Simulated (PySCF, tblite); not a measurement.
# C11H9N: excited states

What do calculations give for the excited states of C11H9N (`c1ccc(-c2ccncc2)cc1`)?

Programs: tblite 0.8.0 and PySCF 2.14.0, with routines of our own; each step states its level. All values are computed. Atoms count from 0.

## 1. The starting structure

21 atoms, charge 0, multiplicity 1; geometry from: force field or distance geometry start.

## 2. Optimising the geometry with GFN2-xTB

Job settings and geometry (Å):

```
{"job": {"kind": "relax", "xc": "GFN2-xTB", "basis": "xTB"}, "charge": 0, "multiplicity": 1}
C      3.277300     0.013600    -0.373800
C      2.647000     1.158300     0.152100
C      1.292100     1.166200     0.331500
C      0.530500     0.063100    -0.046500
C     -0.927600     0.017700     0.118900
C     -1.600600    -1.174600     0.373600
C     -2.981800    -1.198300     0.504800
N     -3.710800    -0.076200     0.390000
C     -3.086400     1.074000     0.132400
C     -1.725400     1.138900    -0.001500
C      1.160600    -1.060800    -0.566900
C      2.536800    -1.098800    -0.738900
H      4.341700     0.050100    -0.476700
H      3.295400     1.981800     0.422500
H      0.777800     2.064700     0.750200
H     -1.064600    -2.116200     0.499300
H     -3.436200    -2.177500     0.720200
H     -3.652600     2.005800     0.023100
H     -1.264200     2.115000    -0.207900
H      0.612200    -1.945000    -0.855100
H      2.969900    -1.984900    -1.151900
```

Command:

```sh
$ OMP_NUM_THREADS=1 python excited_run.py task.json out
```

The driver reads the jobs from task.json and runs them one after another.

The log of the run:

```text
step      E/eV     max force
  0    -844.35535    1.652
  1    -844.44453    0.900
  2    -844.47913    0.696
  3    -844.53070    0.412
  4    -844.54236    0.360
  5    -844.55478    0.287
  6    -844.56148    0.221
  7    -844.56564    0.125
  8    -844.56737    0.079
  9    -844.56855    0.092
 10    -844.56946    0.079
 11    -844.57023    0.071
 12    -844.57095    0.070
 13    -844.57182    0.077
 14    -844.57272    0.079
 15    -844.57335    0.042
 16    -844.57370    0.047
 17    -844.57401    0.057
 18    -844.57448    0.069
 19    -844.57507    0.079
 20    -844.57558    0.060
 21    -844.57592    0.062
 22    -844.57624    0.057
 23    -844.57670    0.064
 24    -844.57738    0.084
 25    -844.57817    0.082
 26    -844.57890    0.065
 27    -844.57949    0.051
 28    -844.57997    0.053
 29    -844.58032    0.045
 30    -844.58057    0.034
 31    -844.58082    0.039
 32    -844.58114    0.051
 33    -844.58149    0.055
 34    -844.58179    0.039
 35    -844.58205    0.037
 36    -844.58234    0.044
 37    -844.58270    0.047
 38    -844.58304    0.044
 39    -844.58327    0.026
 40    -844.58341    0.025
 41    -844.58352    0.028
 42    -844.58364    0.032
 43    -844.58376    0.031
 44    -844.58390    0.029
 45    -844.58403    0.028
 46    -844.58416    0.020
 47    -844.58426    0.021
 48    -844.58436    0.025
 49    -844.58448    0.024
 50    -844.58465    0.031
 51    -844.58482    0.030
 52    -844.58497    0.028
 53    -844.58510    0.034
 54    -844.58527    0.037
 55    -844.58551    0.040
 56    -844.58579    0.043
 57    -844.58603    0.039
 58    -844.58621    0.030
 59    -844.58635    0.025
 60    -844.58645    0.022
 61    -844.58654    0.021
 62    -844.58663    0.024
 63    -844.58675    0.033
 64    -844.58686    0.030
 65    -844.58693    0.018
 66    -844.58698    0.014
 67    -844.58701    0.014
 68    -844.58704    0.014
 69    -844.58708    0.011
 70    -844.58710    0.009
```

Wall time 0.46 s (1 thread of Arm Neoverse V2, shared host).

The steps of the relaxation: (not every step is listed)

```
step  energy from step 0 (eV)  largest force (eV/Å)
   0                   0.0000                1.6521
   1                  -0.0892                0.9003
   2                  -0.1238                0.6959
   3                  -0.1753                0.4118
   4                  -0.1870                0.3602
   5                  -0.1994                0.2871
   6                  -0.2061                0.2208
   7                  -0.2103                0.1249
   8                  -0.2120                0.0789
  13                  -0.2165                0.0769
  18                  -0.2191                0.0685
  23                  -0.2213                0.0642
  28                  -0.2246                0.0526
  33                  -0.2261                0.0553
  38                  -0.2277                0.0435
  43                  -0.2284                0.0313
  48                  -0.2290                0.0253
  53                  -0.2297                0.0344
  58                  -0.2309                0.0302
  63                  -0.2314                0.0330
  65                  -0.2316                0.0182
  66                  -0.2316                0.0136
  67                  -0.2317                0.0145
  68                  -0.2317                0.0144
  69                  -0.2317                0.0114
  70                  -0.2317                0.0086
```

Distances of close pairs at the start and the end, largest changes first:

```
  bond  before (Å)  after (Å)  change (Å)
C2–H14       1.117      1.080      -0.036
 C0–C1       1.409      1.385      -0.024
 C6–N7       1.343      1.322      -0.021
C9–H18       1.099      1.079      -0.020
C6–H16       1.101      1.083      -0.018
 C1–C2       1.367      1.382      +0.016
 C8–C9       1.369      1.384      +0.015
C8–H17       1.096      1.083      -0.013
```

The end geometry stands in the next job.

## 3. Vibrational analysis with GFN2-xTB

Job settings and geometry (Å):

```
{"job": {"kind": "ir", "xc": "GFN2-xTB", "basis": "xTB"}, "charge": 0, "multiplicity": 1}
C      3.294956     0.044420    -0.365816
C      2.649331     1.104866     0.247856
C      1.274962     1.089831     0.396090
C      0.526974     0.007602    -0.061183
C     -0.933315    -0.011921     0.102011
C     -1.605103    -1.173864     0.479311
C     -2.981219    -1.133316     0.623261
N     -3.707109    -0.047578     0.416431
C     -3.073927     1.055492     0.054759
C     -1.702089     1.131088    -0.113399
C      1.185835    -1.055347    -0.674245
C      2.559576    -1.034372    -0.827647
H      4.368367     0.058125    -0.482860
H      3.219649     1.946872     0.612197
H      0.776690     1.911155     0.890544
H     -1.059576    -2.084109     0.676282
H     -3.535177    -2.014497     0.920703
H     -3.703142     1.920974    -0.109151
H     -1.238438     2.054607    -0.424725
H      0.614470    -1.891404    -1.050697
H      3.059364    -1.861681    -1.310193
```

The log of the run:

```text
mode    cm-1     km/mol
  1      66.8      0.07
  2      83.9      0.61
  3     113.5      0.66
  4     249.2      1.90
  5     302.7      0.16
  6     334.5      0.00
  7     338.2      1.54
  8     371.8      0.20
  9     478.9      4.03
 10     542.8      3.12
 11     581.5      9.00
 12     589.3      0.19
 13     628.8      0.76
 14     668.5      2.05
 15     705.2      7.98
 16     750.8     26.61
 17     752.2      6.33
 18     805.6      3.84
 19     876.1      1.54
 20     887.4      0.02
 21     903.1      0.23
 22     915.6      0.34
 23     924.5      0.73
 24     930.6      0.47
 25     933.3      0.01
 26     964.8      0.77
 27    1005.2      8.63
 28    1076.1      0.17
 29    1089.0      0.15
 30    1101.2      5.13
 31    1116.1      0.52
 32    1125.5      0.07
 33    1182.6      0.00
 34    1199.4      0.00
 35    1209.8      4.16
 36    1264.4      0.12
 37    1279.6      0.33
 38    1286.6      1.32
 39    1291.1      1.61
 40    1319.6      0.18
 41    1374.0      6.44
 42    1432.3      0.32
 43    1454.8      1.85
 44    1494.2      1.05
 45    1550.3     10.19
 46    1581.7    123.51
 47    1584.0      0.16
 48    1600.5      4.85
 49    3054.1     36.21
 50    3054.4     39.23
 51    3073.8      7.38
 52    3074.6      1.66
 53    3082.4     22.57
 54    3085.9     58.44
 55    3089.4      9.73
 56    3090.6     85.22
 57    3094.6     48.34
```

It took 0.79 s on 1 thread of Arm Neoverse V2, shared host.

The strongest bands and the atoms that carry them (share of the mass-weighted mode):

```
cm⁻¹  km/mol                                   atoms
 751    26.6   H12 17 %, H20 12 %, H13 12 %, C3 11 %
1582   123.5      C8 19 %, C6 19 %, C5 19 %, C9 19 %
3054    36.2                      H16 47 %, H17 43 %
3054    39.2                      H17 48 %, H16 44 %
3082    22.6            H14 29 %, H12 28 %, H19 28 %
3086    58.4  H13 23 %, H20 22 %, H19 20 %, H14 15 %
3091    85.2                      H18 64 %, H15 17 %
3095    48.3            H12 45 %, H13 18 %, H20 17 %
```

## 4. Excited states: TDA LC-wPBE/def2-SVP

Settings changed since step 3:

```diff
@@ -1,2 +1,2 @@
-{"job": {"kind": "ir", "xc": "GFN2-xTB", "basis": "xTB"}, "charge": 0, "multiplicity": 1}
+{"job": {"kind": "states", "xc": "LC-wPBE", "basis": "def2-SVP", "tda": true, "soc": true, "nstates": 5, "ntriplets": 4, "nquad": 4}, "charge": 0, "multiplicity": 1}
 C      3.294956     0.044420    -0.365816
```

Level: TDA LC-wPBE/def2-SVP excited states, vertical, gas phase, spin-orbit mean-field couplings.

The log of the run:

```text
coarse grid: 18592 points
cycle   1  E = -478.5039177089  dE =  3.194e+00  |g| = 4.074e-01  |ddm| = 5.728e+00
cycle   2  E = -478.5408751881  dE = -3.696e-02  |g| = 2.999e-01  |ddm| = 1.030e+00
cycle   3  E = -478.5584317898  dE = -1.756e-02  |g| = 8.515e-02  |ddm| = 3.687e-01
cycle   4  E = -478.5602595538  dE = -1.828e-03  |g| = 2.659e-02  |ddm| = 1.583e-01
cycle   5  E = -478.5604462558  dE = -1.867e-04  |g| = 6.505e-03  |ddm| = 4.236e-02
cycle   6  E = -478.5604599150  dE = -1.366e-05  |g| = 1.984e-03  |ddm| = 1.226e-02
cycle   7  E = -478.5604616408  dE = -1.726e-06  |g| = 9.924e-04  |ddm| = 4.484e-03
final grid: 182632 points
cycle   8  E = -478.6435384665  dE = -3.900e-05  |g| = 4.065e-03  |ddm| = 3.783e-02
cycle   9  E = -478.6435413377  dE = -2.871e-06  |g| = 2.765e-03  |ddm| = 8.843e-03
cycle  10  E = -478.6435430921  dE = -1.754e-06  |g| = 5.543e-04  |ddm| = 2.914e-03
cycle  11  E = -478.6435431535  dE = -6.141e-08  |g| = 2.348e-04  |ddm| = 8.865e-04
cycle  12  E = -478.6435431532  dE =  3.038e-10  |g| = 3.690e-05  |ddm| = 4.154e-04
cycle  13  E = -478.6435431633  dE = -1.009e-08  |g| = 1.752e-05  |ddm| = 8.059e-05
cycle  14  E = -478.6435431634  dE = -1.469e-10  |g| = 5.318e-06  |ddm| = 3.400e-05
converged SCF energy = -478.6435431634

Singlet excitations
state   eV       nm        f     d(h-e)  d(exc)  Lambda  PR(NTO)  |dmu|/D   mu/D   main configurations
  1   5.2192   237.6   0.00618   1.282   2.798   0.554   1.019    3.888    1.269   H-1->L 0.65, H-1->L+3 0.18, H-2->L 0.09
  2   5.5139   224.9   0.00003   1.168   2.581   0.540   1.009    3.056    0.437   H-1->L+2 0.48, H-1->L+1 0.35, H-2->L+2 0.09
  3   5.6059   221.2   0.00020   0.103   2.821   0.645   2.030    0.370    2.989   H-2->L 0.34, H->L+1 0.26, H->L+2 0.17
  4   5.7407   216.0   0.02222   0.153   2.818   0.620   1.880    0.644    1.975   H-3->L 0.51, H->L+2 0.12, H-3->L+3 0.10
  5   5.9510   208.3   0.43213   0.548   3.258   0.790   1.286                     H->L 0.86

Triplet excitations (Tamm-Dancoff)
state   eV     d(h-e)  d(exc)  Lambda  PR(NTO)   main configurations
  1   3.7743   0.063   2.625   0.772   2.265   H->L 0.58
  2   4.2567   0.028   2.286   0.754   3.259   H-3->L+2 0.31, H-4->L 0.17, H-3->L+1 0.14
  3   4.3563   1.152   2.613   0.551   1.014   H-1->L 0.58, H-1->L+3 0.21, H-2->L 0.09
  4   4.7641   0.394   2.706   0.588   1.095   H-3->L 0.73, H-3->L+3 0.19
S1 - T1 = 1.4449 eV

Spin-orbit couplings |<S|Hso|T>| (cm-1)
             T1       T2       T3       T4
S0        0.265    0.076   26.740    0.536
S1        4.811    5.166    0.011    1.490
S2        0.348    0.909    0.169    2.259
S3        0.383    0.449    0.130    0.297
S4        0.108    0.161    1.072    0.078
S5        0.225    0.243    5.337    0.527
T1 sublevels (cm-1): 0.000 0.000 0.003   radiative rates (1/s): 0.00131 0.0246 0.19
```

Run time: 72 s. Hardware: 1 thread of Arm Neoverse V2, shared host; peak memory 1.1 GiB.

From this job:

```
  quantity    value
S1 less T1  1.44 eV
```

## 5. Summary of results

```
                                 quantity                  value
strongest single infrared mode (GFN2-xTB)  1582 cm⁻¹, 124 km/mol
             zero-point energy (GFN2-xTB)         103.0 kcal/mol
S1 less T1 (step 4, TDA LC-wPBE/def2-SVP)                1.44 eV
```

**Reading.** No mode is imaginary among the 57: a minimum at this level. Unscaled tight-binding wavenumbers are off by several per cent, some by more. Its intensities can rank the bands wrongly. In step 4, the number of triplets below S1 is at least 4, and the largest singlet-triplet spin-orbit coupling is S0–T3, 26.74 cm⁻¹.
